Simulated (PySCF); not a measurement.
# GaH: magnetic properties, part 2 of 2

PySCF 2.14.0. Atoms count from 0.

### 11 Magnetic properties: GIAO B3LYP/def2-SVP

What the job is given:

```
{"job": {"kind": "mag", "xc": "B3LYP", "basis": "def2-SVP"}, "charge": 0, "multiplicity": 1}
Ga     0.839550    -0.077970    -0.002118
H     -0.836762     0.079270    -0.012029
```

Level: GIAO B3LYP/def2-SVP magnetisability, rotational g tensor and spin-rotation constants, non-relativistic, gas phase.

The program printed:

```text
coarse grid: 9888 points
cycle   1  E = -1925.2011415235  dE = -6.115e-01  |g| = 3.970e-01  |ddm| = 1.078e+00
cycle   2  E = -1925.1970983907  dE =  4.043e-03  |g| = 4.782e-01  |ddm| = 6.362e-01
cycle   3  E = -1925.2236267467  dE = -2.653e-02  |g| = 1.841e-02  |ddm| = 2.915e-01
cycle   4  E = -1925.2237684207  dE = -1.417e-04  |g| = 3.941e-03  |ddm| = 4.125e-02
cycle   5  E = -1925.2237781625  dE = -9.742e-06  |g| = 3.916e-04  |ddm| = 1.194e-02
final grid: 18664 points
cycle   6  E = -1925.2237709849  dE = -4.390e-08  |g| = 3.185e-04  |ddm| = 1.048e-03
cycle   7  E = -1925.2237709911  dE = -6.202e-09  |g| = 3.630e-04  |ddm| = 7.951e-04
cycle   8  E = -1925.2237710099  dE = -1.882e-08  |g| = 3.291e-05  |ddm| = 2.733e-04
cycle   9  E = -1925.2237710104  dE = -4.377e-10  |g| = 2.673e-06  |ddm| = 6.642e-05
converged SCF energy = -1925.2237710104

Magnetisability tensor (1e-30 J/T^2)
     -451.24       48.10       -3.03
       48.10       57.07        0.28
       -3.03        0.28       61.57
isotropic -110.87   principal values    -455.77     61.58     61.59
isotropic susceptibility -6.677 1e-6 cm^3/mol

Inertial axes            a          b          c
rot. const./GHz           -   179.4763   179.4763
chi total           -27.447      3.709      3.709
chi diamagnetic     -27.447    -45.927    -45.927
chi paramagnetic      0.000     49.635     49.635
quadrupole/D A       -7.607      3.804      3.804
g nuclear                 -     0.9916     0.9916
g electronic              -    -4.1851    -4.1851
g total                   -    -3.1935    -3.1935

Spin-rotation constants (kHz, H = +C I.J)
atom  isotope        aa         bb         cc
  0   69Ga            -    681.399    681.399
  1     1H            -     -1.425     -1.425
```

It took 0.63 s on 1 thread of Arm Neoverse V1, shared host; peak memory 0.37 GiB.

Key values:

| quantity | value |
| --- | --- |
| magnetisability | -111·10⁻³⁰ J/T² |
| molar susceptibility | -6.7·10⁻⁶ cm³/mol |
| rotational g (a, b, c) | –, -3.1935, -3.1935 |

### 12 Magnetic properties: GIAO B3LYP/pcSseg-2

What the job is given:

```
{"job": {"kind": "mag", "xc": "B3LYP", "basis": "pcSseg-2"}, "charge": 0, "multiplicity": 1}
Ga     0.839550    -0.077970    -0.002118
H     -0.836762     0.079270    -0.012029
```

Method: GIAO B3LYP/pcSseg-2 magnetisability, rotational g tensor and spin-rotation constants, non-relativistic, gas phase.

The program printed:

```text
coarse grid: 9888 points
cycle   1  E = -1925.4575770921  dE = -6.562e-01  |g| = 1.079e+00  |ddm| = 1.010e+00
cycle   2  E = -1925.3943098434  dE =  6.327e-02  |g| = 1.445e+00  |ddm| = 7.850e-01
cycle   3  E = -1925.5183049405  dE = -1.240e-01  |g| = 9.550e-02  |ddm| = 4.313e-01
cycle   4  E = -1925.5189018492  dE = -5.969e-04  |g| = 1.153e-02  |ddm| = 4.915e-02
cycle   5  E = -1925.5189678656  dE = -6.602e-05  |g| = 1.150e-03  |ddm| = 2.339e-02
cycle   6  E = -1925.5189682160  dE = -3.504e-07  |g| = 1.426e-04  |ddm| = 1.115e-03
final grid: 18664 points
cycle   7  E = -1925.5189709270  dE = -2.236e-09  |g| = 1.909e-04  |ddm| = 2.269e-04
cycle   8  E = -1925.5189709237  dE =  3.304e-09  |g| = 3.178e-04  |ddm| = 1.942e-04
cycle   9  E = -1925.5189709299  dE = -6.195e-09  |g| = 9.285e-06  |ddm| = 8.871e-05
cycle  10  E = -1925.5189709300  dE = -2.342e-11  |g| = 1.330e-06  |ddm| = 1.542e-05
converged SCF energy = -1925.5189709300

Magnetisability tensor (1e-30 J/T^2)
     -455.51       48.07       -3.03
       48.07       52.46        0.28
       -3.03        0.28       56.95
isotropic -115.37   principal values    -460.04     56.97     56.97
isotropic susceptibility -6.948 1e-6 cm^3/mol

Inertial axes            a          b          c
rot. const./GHz           -   179.4763   179.4763
chi total           -27.704      3.431      3.431
chi diamagnetic     -27.704    -46.364    -46.364
chi paramagnetic      0.000     49.795     49.795
quadrupole/D A       -7.811      3.906      3.906
g nuclear                 -     0.9916     0.9916
g electronic              -    -4.1985    -4.1985
g total                   -    -3.2070    -3.2070

Spin-rotation constants (kHz, H = +C I.J)
atom  isotope        aa         bb         cc
  0   69Ga            -    745.130    745.130
  1     1H            -     -1.586     -1.586
```

Wall time 1.4 s (1 thread of Arm Neoverse V1, shared host); peak memory 0.47 GiB.

In short:

```csv
quantity,value
magnetisability,-115·10⁻³⁰ J/T²
molar susceptibility,-6.9·10⁻⁶ cm³/mol
"rotational g (a, b, c)","–, -3.2070, -3.2070"
```

### 13 Magnetic properties: GIAO B3LYP/pcSseg-1

What the job is given:

```
{"job": {"kind": "mag", "xc": "B3LYP", "basis": "pcSseg-1"}, "charge": 0, "multiplicity": 1}
Ga     0.839550    -0.077970    -0.002118
H     -0.836762     0.079270    -0.012029
```

Method: GIAO B3LYP/pcSseg-1 magnetisability, rotational g tensor and spin-rotation constants, non-relativistic, gas phase.

The program printed:

```text
coarse grid: 9888 points
cycle   1  E = -1925.2154122053  dE = -6.503e-01  |g| = 9.224e-01  |ddm| = 1.294e+00
cycle   2  E = -1925.1863638538  dE =  2.905e-02  |g| = 1.039e+00  |ddm| = 1.092e+00
cycle   3  E = -1925.2753249635  dE = -8.896e-02  |g| = 6.463e-02  |ddm| = 5.968e-01
cycle   4  E = -1925.2756756824  dE = -3.507e-04  |g| = 7.431e-03  |ddm| = 4.471e-02
cycle   5  E = -1925.2757071484  dE = -3.147e-05  |g| = 7.757e-04  |ddm| = 2.248e-02
cycle   6  E = -1925.2757074193  dE = -2.709e-07  |g| = 4.955e-05  |ddm| = 1.370e-03
final grid: 18664 points
cycle   7  E = -1925.2756978648  dE = -6.687e-10  |g| = 3.964e-05  |ddm| = 1.209e-04
cycle   8  E = -1925.2756978647  dE =  8.049e-11  |g| = 5.652e-05  |ddm| = 7.247e-05
cycle   9  E = -1925.2756978650  dE = -2.688e-10  |g| = 1.854e-06  |ddm| = 3.001e-05
converged SCF energy = -1925.2756978650

Magnetisability tensor (1e-30 J/T^2)
     -457.80       47.83       -3.01
       47.83       47.61        0.28
       -3.01        0.28       52.08
isotropic -119.37   principal values    -462.30     52.09     52.10
isotropic susceptibility -7.189 1e-6 cm^3/mol

Inertial axes            a          b          c
rot. const./GHz           -   179.4763   179.4763
chi total           -27.840      3.137      3.137
chi diamagnetic     -27.840    -46.604    -46.604
chi paramagnetic      0.000     49.741     49.741
quadrupole/D A       -7.929      3.964      3.964
g nuclear                 -     0.9916     0.9916
g electronic              -    -4.1940    -4.1940
g total                   -    -3.2024    -3.2024

Spin-rotation constants (kHz, H = +C I.J)
atom  isotope        aa         bb         cc
  0   69Ga            -    762.864    762.864
  1     1H            -     -1.909     -1.909
```

Run time: 0.77 s. Hardware: 1 thread of Arm Neoverse V1, shared host; peak memory 0.4 GiB.

From this job:

```csv
quantity,value
magnetisability,-119·10⁻³⁰ J/T²
molar susceptibility,-7.2·10⁻⁶ cm³/mol
"rotational g (a, b, c)","–, -3.2024, -3.2024"
```

### 14 Magnetic properties: GIAO B3LYP/aug-cc-pVTZ

What the job is given:

```
{"job": {"kind": "mag", "xc": "B3LYP", "basis": "aug-cc-pVTZ"}, "charge": 0, "multiplicity": 1}
Ga     0.839550    -0.077970    -0.002118
H     -0.836762     0.079270    -0.012029
```

Level: GIAO B3LYP/aug-cc-pVTZ magnetisability, rotational g tensor and spin-rotation constants, non-relativistic, gas phase.

The program printed:

```text
coarse grid: 9888 points
cycle   1  E = -1925.4869338751  dE = -5.856e-01  |g| = 3.705e-01  |ddm| = 4.620e+00
cycle   2  E = -1925.4891846809  dE = -2.251e-03  |g| = 3.736e-01  |ddm| = 4.391e+00
cycle   3  E = -1925.5091916827  dE = -2.001e-02  |g| = 1.252e-02  |ddm| = 2.725e+00
cycle   4  E = -1925.5092437365  dE = -5.205e-05  |g| = 3.355e-03  |ddm| = 7.861e-02
cycle   5  E = -1925.5092498474  dE = -6.111e-06  |g| = 5.631e-04  |ddm| = 2.896e-02
final grid: 18664 points
cycle   6  E = -1925.5092213962  dE = -8.588e-08  |g| = 3.270e-04  |ddm| = 8.639e-03
cycle   7  E = -1925.5092214233  dE = -2.716e-08  |g| = 2.227e-04  |ddm| = 4.235e-03
cycle   8  E = -1925.5092214488  dE = -2.544e-08  |g| = 6.411e-06  |ddm| = 1.626e-03
cycle   9  E = -1925.5092214488  dE = -3.138e-11  |g| = 2.291e-06  |ddm| = 5.616e-05
converged SCF energy = -1925.5092214488

Magnetisability tensor (1e-30 J/T^2)
     -456.75       48.22       -3.04
       48.22       52.77        0.28
       -3.04        0.28       57.27
isotropic -115.57   principal values    -461.29     57.29     57.29
isotropic susceptibility -6.960 1e-6 cm^3/mol

Inertial axes            a          b          c
rot. const./GHz           -   179.4763   179.4763
chi total           -27.779      3.450      3.450
chi diamagnetic     -27.779    -46.379    -46.379
chi paramagnetic      0.000     49.829     49.829
quadrupole/D A       -7.744      3.872      3.872
g nuclear                 -     0.9916     0.9916
g electronic              -    -4.2015    -4.2015
g total                   -    -3.2099    -3.2099

Spin-rotation constants (kHz, H = +C I.J)
atom  isotope        aa         bb         cc
  0   69Ga            -    678.512    678.512
  1     1H            -     -1.862     -1.862
```

Wall time 1.6 s (1 thread of Arm Neoverse V1, shared host); peak memory 0.48 GiB.

Key values:

```csv
quantity,value
magnetisability,-116·10⁻³⁰ J/T²
molar susceptibility,-7.0·10⁻⁶ cm³/mol
"rotational g (a, b, c)","–, -3.2099, -3.2099"
```

### 15 The levels compared

```
                    level  ξ (10⁻³⁰ J/T²)  g(a)     g(b)  gap (eV)  functions    time
GIAO LC-wPBE/aug-pcSseg-2            -111     –  -3.2021      8.47        102   4.7 s
        GIAO B3LYP/6-31G*            -116     –  -3.1308      3.83         34  0.74 s
      GIAO B3LYP/pcSseg-0            -117     –  -3.2509      3.82         27  0.53 s
       GIAO B3LYP/cc-pVDZ            -111     –  -3.1898      3.83         32  0.69 s
      GIAO B3LYP/pcSseg-3            -116     –  -3.2047      3.83        124   2.9 s
   GIAO B3LYP/aug-cc-pVDZ            -115     –  -3.2212      3.81         45  0.83 s
     GIAO B3LYP/def2-QZVP            -115     –  -3.2056      3.83        105   2.3 s
         GIAO B3LYP/6-31G            -108     –  -3.2281      3.73         29  0.63 s
      GIAO B3LYP/def2-SVP            -111     –  -3.1935      3.83         37  0.63 s
      GIAO B3LYP/pcSseg-2            -115     –  -3.2070      3.82         77   1.4 s
      GIAO B3LYP/pcSseg-1            -119     –  -3.2024      3.85         46  0.77 s
   GIAO B3LYP/aug-cc-pVTZ            -116     –  -3.2099      3.82         82   1.6 s
```

### 16 What came out

What follows sums up all 2 parts.

| quantity | value |
| --- | --- |
| point group | C∞v |
| rotational constants (main isotopes) | 179.48, 179.48 GHz |
| magnetisability (step 3, GIAO LC-wPBE/aug-pcSseg-2) | -111·10⁻³⁰ J/T² |
| molar susceptibility (step 3, GIAO LC-wPBE/aug-pcSseg-2) | -6.7·10⁻⁶ cm³/mol |
| rotational g (a, b, c) (step 3, GIAO LC-wPBE/aug-pcSseg-2) | –, -3.2021, -3.2021 |
| surface potential, 1st and 99th percentile | -0.90 V and 2.07 V |
| magnetisability over the levels | -119 to -108·10⁻³⁰ J/T² |

What this shows: Over 2 steps the energy fell by 0.172 eV; of the close pairs, Ga0–H1 changed most, 1.905 to 1.684 Å. Steps that list no spin-orbit terms leave them out, which matters at and beside the heavy atoms. The magnetisability spreads by 10.0 % over 12 levels, from GIAO B3LYP/pcSseg-1 (0.77 s) to GIAO B3LYP/6-31G (0.63 s); the runs took 0.53 s to 4.7 s. Vibrational averaging and real surroundings are missing from these values.
